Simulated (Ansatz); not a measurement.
# AlNi: the cost of one run

Program: Ansatz 0.2.0. Level of theory: DFT PBEsol, scalar-relativistic, plane waves, PAW. These are calculated values, not measurements.

3 further runs of the same task are left out: 3 set aside as unsound or not needed.

### 1 Starting point

Symmetry: Pm-3m, No. 221, cubic system. Conventional cell: a = 2.862 Å, b = 2.862 Å, c = 2.862 Å, α = 90.00°, β = 90.00°, γ = 90.00°. Around Al (site symmetry m-3m) lie 8 Ni at 2.48 Å. Around Ni (site symmetry m-3m) lie 8 Al at 2.48 Å.

As a file:

```cif
data_structure
_symmetry_space_group_name_H-M 'P 1'
_symmetry_Int_Tables_number 1
_cell_length_a 4.0477
_cell_length_b 4.0477
_cell_length_c 4.0477
_cell_angle_alpha 60.000
_cell_angle_beta 60.000
_cell_angle_gamma 60.000
_cell_volume 46.89
loop_
_atom_site_label
_atom_site_type_symbol
_atom_site_fract_x
_atom_site_fract_y
_atom_site_fract_z
_atom_site_occupancy
Al1 Al 0.50000 0.50000 0.50000 1
Al2 Al 0.00000 0.00000 0.00000 1
Ni1 Ni 0.25000 0.25000 0.25000 1
Ni2 Ni 0.75000 0.75000 0.75000 1
```

It is built from the cell relaxed beforehand with the same method (11.72 Å³/atom).

### 2 The reference: the undisturbed cell on the scan's mesh

The input, input.yaml:

```yaml
crystal:
  lattice:
    - [-2.862165552, 0.0, -2.862165552]
    - [0.0, -2.862165552, -2.862165552]
    - [-2.862165552, -2.862165552, 0.0]
  atoms:
    - { symbol: Al, position: [0.5, 0.5, 0.5] }
    - { symbol: Al, position: [0.0, 0.0, 0.0] }
    - { symbol: Ni, position: [0.25, 0.25, 0.25] }
    - { symbol: Ni, position: [0.75, 0.75, 0.75] }
basis:
  ecutwfc: 420
kpoints:
  mp_grid: { grid: [18, 18, 18] }
hamiltonian:
  xc: pbesol
scf:
  occupations: { method: gaussian, width: 0.15 }
output:
  forces: true
  stress: true
  eigenvalues: true
  write_density: true
  write_potential: true
  elf: true
  volumetric_format: npy
```

The run is started by

```
$ ansatz run input.yaml --threads 2 --pin off --max-ram 5120MiB --backend cpu --events-out ev --progress --plain --runs-dir out
```

**Question.** How long does this run take on 2 threads of Arm Neoverse V2, shared host, and how much memory does it need?

About 6.4 s, with a peak of 0.46 GiB.
